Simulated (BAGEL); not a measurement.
**triplet GaNH3F: levels of theory compared**

Wanted: a comparison of 3 runs (ROHF/6-31G*, UHF/6-31G*, ROHF/aug-cc-pVDZ) of triplet GaNH3F. 

The calculation is run with BAGEL 1.2.2.

2 further runs of the same task are left out: 1 that didn't finish, 1 set aside as unsound or not needed.

### Step 1. The structure to begin with

GaNH3F: 6 atoms, total charge 0, spin state triplet. As SMILES of the parent species, `[NH2][GaH][F]`. Geometry: a GFN2-xTB relaxation, a rough one for these elements and not checked as a minimum. That shape belongs to the parent species and isn't relaxed for this state.

Bond lengths: N1–Ga2 1.821 Å, Ga2–F3 1.739 Å, N1–H4 1.012 Å, N1–H5 1.016 Å, Ga2–H6 1.519 Å. Angles: N1–Ga2–F3 113.9°, N1–Ga2–H6 131.7°, F3–Ga2–H6 114.2°, Ga2–N1–H4 124.3°, Ga2–N1–H5 116.8°, H4–N1–H5 109.3°.

### Step 2. A single-point energy at ROHF/6-31G(d) (density fitting with qzvpp-jkfit, spherical functions) (run 1)

calc.json reads:

```json
{ "bagel" : [

{
  "title" : "molecule",
  "basis" : "6-31gs.json",
  "df_basis" : "qzvpp-jkfit",
  "angstrom" : "true",
  "geometry" : [
    { "atom" : "N", "xyz" : [      -0.697790,       0.231100,      -0.723710 ] },
    { "atom" : "Ga", "xyz" : [       0.403260,      -0.094600,       0.689280 ] },
    { "atom" : "F", "xyz" : [       1.149290,      -1.664870,       0.653660 ] },
    { "atom" : "H", "xyz" : [      -1.011610,       1.151980,      -1.000660 ] },
    { "atom" : "H", "xyz" : [      -0.562460,      -0.341490,      -1.551780 ] },
    { "atom" : "H", "xyz" : [       0.719320,       0.717880,       1.933200 ] }
  ]
},

{
  "title" : "rohf",
  "nopen" : 2
},

{
  "title" : "print",
  "file" : "orbitals.molden",
  "orbitals" : "true"
}

]}
```

The basis set 6-31G* is read from a file made from the Basis Set Exchange's data (not shown).

Started as:

```console
$ BAGEL_NUM_THREADS=1 BAGEL calc.json > calc.out
```

The program printed:

```text
* using 1 threads per process

  ===============================================================
  ===============================================================

  *** Geometry ***

  { "atom" : "N", "xyz" : [     -1.318632,      0.436716,     -1.367614 ] },
  { "atom" : "Ga", "xyz" : [      0.762051,     -0.178768,      1.302550 ] },
  { "atom" : "F", "xyz" : [      2.171843,     -3.146148,      1.235238 ] },
  { "atom" : "H", "xyz" : [     -1.911666,      2.176927,     -1.890973 ] },
  { "atom" : "H", "xyz" : [     -1.062895,     -0.645323,     -2.932439 ] },
  { "atom" : "H", "xyz" : [      1.359318,      1.356597,      3.653219 ] },

  Number of auxiliary basis functions:      474

  Since a DF basis is specified, we compute 2- and 3-index integrals:
    o Being stored without compression. Storage requirement is 0.017 GB

  Number of basis functions:       66
  Number of electrons      :       50

    * METHOD: MOLECULE                             0.69

  *** Open-shell HF ***

  === Nuclear Repulsion ===
   196.7470133965

      * DIIS with orbital gradients will be used.

  === ROHF iteration (6-31gs.json) ===
      0      -2078.03871713          0.05437052           0.23
      1      -2078.18499586          0.04794882           0.18
      2      -2078.29182562          0.03412589           0.15
      3      -2078.41173409          0.00604623           0.21
      4      -2078.43141330          0.00457445           0.21
      5      -2078.44627260          0.00303811           0.17
      6      -2078.45664245          0.00170274           0.24
      7      -2078.46046856          0.00118039           0.22
      8      -2078.46260072          0.00084351           0.22
      9      -2078.46425995          0.00057166           0.23
     10      -2078.46520165          0.00037521           0.20
     11      -2078.46570007          0.00025261           0.17
     12      -2078.46595894          0.00016571           0.21
     13      -2078.46604910          0.00009813           0.21
     14      -2078.46608126          0.00005364           0.21
     15      -2078.46608352          0.00002360           0.21
     16      -2078.46608423          0.00001620           0.21
     17      -2078.46608431          0.00000775           0.23
     18      -2078.46608416          0.00000436           0.21
     19      -2078.46608390          0.00000318           0.19
     20      -2078.46608391          0.00000209           0.23
     21      -2078.46608388          0.00000115           0.19
     22      -2078.46608378          0.00000067           0.19
     23      -2078.46608379          0.00000040           0.19
     24      -2078.46608379          0.00000028           0.21
     25      -2078.46608379          0.00000015           0.21
     26      -2078.46608380          0.00000009           0.22
     27      -2078.46608380          0.00000006           0.21
     28      -2078.46608380          0.00000003           0.22
     29      -2078.46608380          0.00000002           0.22
     30      -2078.46608380          0.00000002           0.23
     31      -2078.46608380          0.00000001           0.18
     32      -2078.46608380          0.00000001           0.20
    * SCF iteration converged.

    * S^2 (ROHF) is 2.0000

    * Permanent dipole moment:
           (    2.546636,    -0.809446,     1.486812) a.u.

    * METHOD: ROHF                                 7.30

    * METHOD: PRINT                                0.01

  ===============================================================
```

Wall time 8.4 s (1 thread of Intel Xeon at 2.50GHz (Skylake/Cascade Lake), shared host); peak memory 0.096 GiB.

### Step 3. A single-point energy at UHF/6-31G(d) (density fitting with qzvpp-jkfit, spherical functions) (run 2)

input.json reads:

```json
{ "bagel" : [

{
  "title" : "molecule",
  "basis" : "6-31gs.json",
  "df_basis" : "qzvpp-jkfit",
  "angstrom" : "true",
  "geometry" : [
    { "atom" : "N", "xyz" : [      -0.697790,       0.231100,      -0.723710 ] },
    { "atom" : "Ga", "xyz" : [       0.403260,      -0.094600,       0.689280 ] },
    { "atom" : "F", "xyz" : [       1.149290,      -1.664870,       0.653660 ] },
    { "atom" : "H", "xyz" : [      -1.011610,       1.151980,      -1.000660 ] },
    { "atom" : "H", "xyz" : [      -0.562460,      -0.341490,      -1.551780 ] },
    { "atom" : "H", "xyz" : [       0.719320,       0.717880,       1.933200 ] }
  ]
},

{
  "title" : "uhf",
  "nopen" : 2
},

{
  "title" : "print",
  "file" : "orbitals.molden",
  "orbitals" : "true"
}

]}
```

The basis set 6-31G* is read from a file made from the Basis Set Exchange's data (not shown).

Started as:

```console
$ BAGEL_NUM_THREADS=1 BAGEL input.json > input.out
```

The program printed:

```text
* using 1 threads per process

  ===============================================================
  ===============================================================

  *** Geometry ***

  { "atom" : "N", "xyz" : [     -1.318632,      0.436716,     -1.367614 ] },
  { "atom" : "Ga", "xyz" : [      0.762051,     -0.178768,      1.302550 ] },
  { "atom" : "F", "xyz" : [      2.171843,     -3.146148,      1.235238 ] },
  { "atom" : "H", "xyz" : [     -1.911666,      2.176927,     -1.890973 ] },
  { "atom" : "H", "xyz" : [     -1.062895,     -0.645323,     -2.932439 ] },
  { "atom" : "H", "xyz" : [      1.359318,      1.356597,      3.653219 ] },

  Number of auxiliary basis functions:      474

  Since a DF basis is specified, we compute 2- and 3-index integrals:
    o Being stored without compression. Storage requirement is 0.017 GB

  Number of basis functions:       66
  Number of electrons      :       50

    * METHOD: MOLECULE                             0.52

  *** Open-shell HF ***

  === Nuclear Repulsion ===
   196.7470133965

      * DIIS with orbital gradients will be used.

  === UHF iteration (6-31gs.json) ===
      0      -2078.03871713          0.05437052           0.21
      1      -2078.19936372          0.04709514           0.20
      2      -2078.31503451          0.03244489           0.21
      3      -2078.41953529          0.00534208           0.21
      4      -2078.43823316          0.00405776           0.23
      5      -2078.45142934          0.00275846           0.21
      6      -2078.46102995          0.00167325           0.22
      7      -2078.46519675          0.00113085           0.23
      8      -2078.46745114          0.00081712           0.22
      9      -2078.46922201          0.00055520           0.24
     10      -2078.47028710          0.00039151           0.22
     11      -2078.47101390          0.00027884           0.20
     12      -2078.47144532          0.00020474           0.20
     13      -2078.47160876          0.00013579           0.22
     14      -2078.47171139          0.00007999           0.19
     15      -2078.47173066          0.00004787           0.19
     16      -2078.47173783          0.00003615           0.21
     17      -2078.47174035          0.00002700           0.19
     18      -2078.47174189          0.00002054           0.21
     19      -2078.47174289          0.00001591           0.22
     20      -2078.47174394          0.00001136           0.21
     21      -2078.47174448          0.00000717           0.20
     22      -2078.47174467          0.00000493           0.19
     23      -2078.47174478          0.00000323           0.18
     24      -2078.47174483          0.00000177           0.19
     25      -2078.47174484          0.00000115           0.19
     26      -2078.47174485          0.00000089           0.18
     27      -2078.47174485          0.00000064           0.20
     28      -2078.47174485          0.00000046           0.20
     29      -2078.47174485          0.00000035           0.21
     30      -2078.47174485          0.00000026           0.21
     31      -2078.47174485          0.00000019           0.16
     32      -2078.47174485          0.00000014           0.17
     33      -2078.47174485          0.00000012           0.17
     34      -2078.47174485          0.00000009           0.20
     35      -2078.47174485          0.00000007           0.21
     36      -2078.47174485          0.00000005           0.21
     37      -2078.47174485          0.00000004           0.20
     38      -2078.47174485          0.00000003           0.25
     39      -2078.47174485          0.00000002           0.23
     40      -2078.47174485          0.00000002           0.21
     41      -2078.47174485          0.00000001           0.18
     42      -2078.47174485          0.00000001           0.17
     43      -2078.47174485          0.00000001           0.17
    * SCF iteration converged.

    * S^2 (UHF) is 2.0152

    * Permanent dipole moment:
           (    2.517936,    -0.851021,     1.557196) a.u.

    * METHOD: UHF                                  9.30

    * METHOD: PRINT                                0.01

  ===============================================================
```

Wall time 11 s (1 thread of Intel Xeon at 2.50GHz (Skylake/Cascade Lake), shared host); peak memory 0.098 GiB.

### Step 4. The energy at ROHF/aug-cc-pVDZ (density fitting with qzvpp-jkfit) (run 3)

input.json reads:

```json
{ "bagel" : [

{
  "title" : "molecule",
  "basis" : "aug-cc-pvdz.json",
  "df_basis" : "qzvpp-jkfit",
  "angstrom" : true,
  "geometry" : [
    { "atom" : "N", "xyz" : [   -0.697790,    0.231100,   -0.723710 ] },
    { "atom" : "Ga", "xyz" : [    0.403260,   -0.094600,    0.689280 ] },
    { "atom" : "F", "xyz" : [    1.149290,   -1.664870,    0.653660 ] },
    { "atom" : "H", "xyz" : [   -1.011610,    1.151980,   -1.000660 ] },
    { "atom" : "H", "xyz" : [   -0.562460,   -0.341490,   -1.551780 ] },
    { "atom" : "H", "xyz" : [    0.719320,    0.717880,    1.933200 ] }
  ]
},
{
  "title" : "rohf",
  "nopen" : 2
},
{
  "title" : "print",
  "file" : "orbitals.molden",
  "orbitals" : true
}

]}
```

The basis set aug-cc-pVDZ is read from a file made from the Basis Set Exchange's data (not shown).

Started as:

```console
$ BAGEL_NUM_THREADS=1 BAGEL input.json > input.out
```

The program printed:

```text
* using 1 threads per process

  ===============================================================
  ===============================================================

  *** Geometry ***

  { "atom" : "N", "xyz" : [     -1.318632,      0.436716,     -1.367614 ] },
  { "atom" : "Ga", "xyz" : [      0.762051,     -0.178768,      1.302550 ] },
  { "atom" : "F", "xyz" : [      2.171843,     -3.146148,      1.235238 ] },
  { "atom" : "H", "xyz" : [     -1.911666,      2.176927,     -1.890973 ] },
  { "atom" : "H", "xyz" : [     -1.062895,     -0.645323,     -2.932439 ] },
  { "atom" : "H", "xyz" : [      1.359318,      1.356597,      3.653219 ] },

  Number of auxiliary basis functions:      474

  Since a DF basis is specified, we compute 2- and 3-index integrals:
    o Being stored without compression. Storage requirement is 0.045 GB

  Number of basis functions:      109
  Number of electrons      :       50

    * METHOD: MOLECULE                             0.74

  *** Open-shell HF ***

  === Nuclear Repulsion ===
   196.7470133965

      * DIIS with orbital gradients will be used.

  === ROHF iteration (aug-cc-pvdz.json) ===
      0      -2078.01558739          0.05074330           0.53
      1      -2078.06962493          0.06607808           0.35
      2      -2078.11015017          0.04927078           0.40
      3      -2078.66917302          0.01342140           0.42
      4      -2078.70973904          0.00683481           0.48
      5      -2078.72964761          0.00507611           0.43
      6      -2078.74832953          0.00296315           0.36
      7      -2078.75616080          0.00170225           0.36
      8      -2078.75908230          0.00073906           0.42
      9      -2078.75992032          0.00053929           0.41
     10      -2078.76050314          0.00039335           0.41
     11      -2078.76069355          0.00033089           0.38
     12      -2078.76105932          0.00027136           0.36
     13      -2078.76144608          0.00020252           0.36
     14      -2078.76161661          0.00014847           0.36
     15      -2078.76172354          0.00008815           0.33
     16      -2078.76174937          0.00004338           0.41
     17      -2078.76175514          0.00004121           0.40
     18      -2078.76176106          0.00002164           0.35
     19      -2078.76175930          0.00001342           0.31
     20      -2078.76175992          0.00000682           0.35
     21      -2078.76176038          0.00000414           0.36
     22      -2078.76176031          0.00000240           0.36
     23      -2078.76176059          0.00000129           0.39
     24      -2078.76176068          0.00000091           0.39
     25      -2078.76176071          0.00000064           0.36
     26      -2078.76176071          0.00000038           0.41
     27      -2078.76176072          0.00000019           0.44
     28      -2078.76176073          0.00000011           0.41
     29      -2078.76176073          0.00000008           0.43
     30      -2078.76176073          0.00000006           0.38
     31      -2078.76176073          0.00000005           0.48
     32      -2078.76176073          0.00000003           0.36
     33      -2078.76176073          0.00000002           0.36
     34      -2078.76176073          0.00000001           0.37
    * SCF iteration converged.

    * S^2 (ROHF) is 2.0000

    * Permanent dipole moment:
           (    2.473441,    -0.370138,     0.813499) a.u.

    * METHOD: ROHF                                14.26

    * METHOD: PRINT                                0.02

  ===============================================================
```

It took 16 s on 1 thread of Intel Xeon at 2.50GHz (Skylake/Cascade Lake), shared host; peak memory 0.15 GiB.

### Step 5. The series

```csv
run,level,energy (Eh),dipole moment (D),⟨S²⟩,wall time
1,"ROHF/6-31G* (density fitting with qzvpp-jkfit, spherical functions)",-2078.466084,7.77,2.000,8.4 s
2,"UHF/6-31G* (density fitting with qzvpp-jkfit, spherical functions)",-2078.471745,7.83,2.015,11 s
3,ROHF/aug-cc-pVDZ (density fitting with qzvpp-jkfit),-2078.761761,6.68,2.000,16 s
```

### Step 6. Summary of results

| quantity | value |
| --- | --- |
| run 3: total energy | -2078.76176 Eh |
| run 3: dipole moment | 6.68 D |
| run 3: ⟨S²⟩ | 2.000 |

The dipole moment (its size) runs from 6.68 D (ROHF/aug-cc-pVDZ) to 7.83 D (UHF/6-31G*). The two ends differ in method and basis. All runs together took 35 s, the longest 16 s.
